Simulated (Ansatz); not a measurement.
# MnSe: the cost of one run

Method: DFT r²SCAN+U (U_eff = 4 eV on Mn d), plane waves, PAW, in Ansatz 0.2.0.

## 1. Starting point

It takes space group F-43m (No. 216, cubic). The conventional cell has a = 5.820 Å, b = 5.820 Å, c = 5.820 Å, α = 90.00°, β = 90.00°, γ = 90.00°. Around Mn (site symmetry -43m) lie 4 Se at 2.52 Å. Se (site symmetry -43m) has 4 Mn at 2.52 Å as nearest neighbours.

As a file:

```xyz
2
Lattice="0.0000 2.9100 2.9100 2.9100 0.0000 2.9100 2.9100 2.9100 0.0000" Properties=species:S:1:pos:R:3 pbc="T T T"
Mn    0.0000    0.0000    0.0000
Se    4.3650    4.3650    4.3650
```

Magnetic order typed: ferromagnetic.

## 2. From atoms, symmetry kept, no search

File input.yaml:

```yaml
crystal:
  lattice:
    - [0.0, 2.90999917, 2.90999917]
    - [2.90999917, 0.0, 2.90999917]
    - [2.90999917, 2.90999917, 0.0]
  atoms:
    - { symbol: Mn, position: [0.0, 0.0, 0.0], spin: 5.0 }
    - { symbol: Se, position: [0.75, 0.75, 0.75] }
basis:
  ecutwfc: 500
  ecutrho_ratio: 4
kpoints:
  mp_grid: { grid: [6, 6, 6] }
hamiltonian:
  xc: r2scan
  hubbard: { sites: [{ site: 0, l: d, u_eff: 4.0 }] }
scf:
  occupations: { method: gaussian, width: 0.05 }
  lower_state_search: "off"
  max_iter: 150
output:
  forces: true
  stress: true
  eigenvalues: true
  populations: true
  hubbard: { sites: [{ site: 0, l: d }] }
magnetization:
  spin_polarized: true
```

Run with:

```sh
$ ansatz run input.yaml --threads 2 --pin off --max-ram 3072MiB --backend cpu --events-out ev --progress --plain --runs-dir out
```

Q: Estimate wall time and peak memory on 2 threads of Intel Xeon at 2.50GHz (Skylake/Cascade Lake), shared host.

About 28 s, with a peak of 0.53 GiB.
